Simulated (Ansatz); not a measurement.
**BAs+ (quartet): wB97M-V, B2PLYP over a scan of the distance B1–As2, cc-pVDZ**

Aim: run BAs+ (quartet) with these functionals over a scan of the distance B1–As2, and hold them against the top wave-function level at the same points.

Computed with Ansatz 0.2.0, Gaussian basis. Level: cc-pVDZ, all electrons in the functionals, frozen cores in the correlation of double hybrids and RPA.

To be run: wB97M-V, B2PLYP, at 1.586 Å; 1.730 Å; 1.968 Å; 2.127 Å; 2.346 Å; 2.671 Å; 3.171 Å; 3.651 Å; 4.256 Å; 5.234 Å; 6.679 Å.

19 further runs of the same task are left out: 14 that didn't finish, 5 set aside as unsound or not needed.

### 1 What is computed

The geometry derives from a PBE0/def2-TZVP stationary point (not a proven minimum). One bond is set to the value named and the two fragments are kept rigid. No spin-orbit coupling is included. The filled d shell of As may be among the frozen orbitals whatever the setting's name suggests; the logs give the count.

2 atoms, charge 1, spin multiplicity 4.

Atoms are counted from 1 here; the program's logs count them from 0.

Bond lengths: B1–As2 1.968 Å.

No dispersion term is added; wB97M-V holds VV10 nonlocal correlation.

The geometry shown and the zero of energy belong to the point 1.968 Å. The yardstick, FCI, and other wave-function levels (R restricted, U unrestricted, valence and pair active spaces) come from earlier runs.

### 2 wB97M-V, 1.586 Å

Input file in.yaml:

```yaml
crystal:
  periodic: [false, false, false]
  atoms:
    - {symbol: B, position_ang: [0.000000, 0.000000, 0.000000]}
    - {symbol: As, position_ang: [0.000000, 0.000000, 1.586000]}
basis:
  gaussian: {orbitals: cc-pVDZ}
total_charge: 1
magnetization: {spin_polarized: true, initial_magnetization: 3}
hamiltonian: {xc: {name: wB97M-V}}
output: {orbitals: {seedname: orbitals}}
```

Run with:

```sh
$ ansatz run in.yaml --threads 1 --pin off --events-out ev --progress --plain --max-ram 2393MiB
```

The runs that follow: wB97M-V, 1.730 Å; wB97M-V, 1.968 Å; wB97M-V, 2.127 Å; wB97M-V, 2.346 Å; wB97M-V, 2.671 Å; wB97M-V, 3.171 Å; wB97M-V, 3.651 Å; wB97M-V, 4.256 Å; wB97M-V, 5.234 Å; wB97M-V, 6.679 Å; B2PLYP, 1.586 Å; B2PLYP, 1.730 Å; B2PLYP, 1.968 Å; B2PLYP, 2.127 Å; B2PLYP, 2.346 Å; B2PLYP, 2.671 Å; B2PLYP, 3.171 Å; B2PLYP, 3.651 Å; B2PLYP, 4.256 Å; B2PLYP, 5.234 Å; B2PLYP, 6.679 Å.

Q: Predict the results of all the runs planned. Wanted: span of the FCI curve; largest miss, wB97M-V; largest miss, B2PLYP.

As calculated:

| quantity | value |
| --- | --- |
| span of the FCI curve | 247.7 kJ/mol |
| largest miss, wB97M-V | +44.7 kJ/mol (6.679 Å) |
| largest miss, B2PLYP | +41.9 kJ/mol (6.679 Å) |

In words: Of the functionals, B2PLYP keep the smallest largest miss at the points compared (at most 41.9 kJ/mol) and wB97M-V strays most (44.7 kJ/mol, at 6.679 Å). Functionals and the yardstick converge differently with the basis, so part of each miss in cc-pVDZ is the basis.
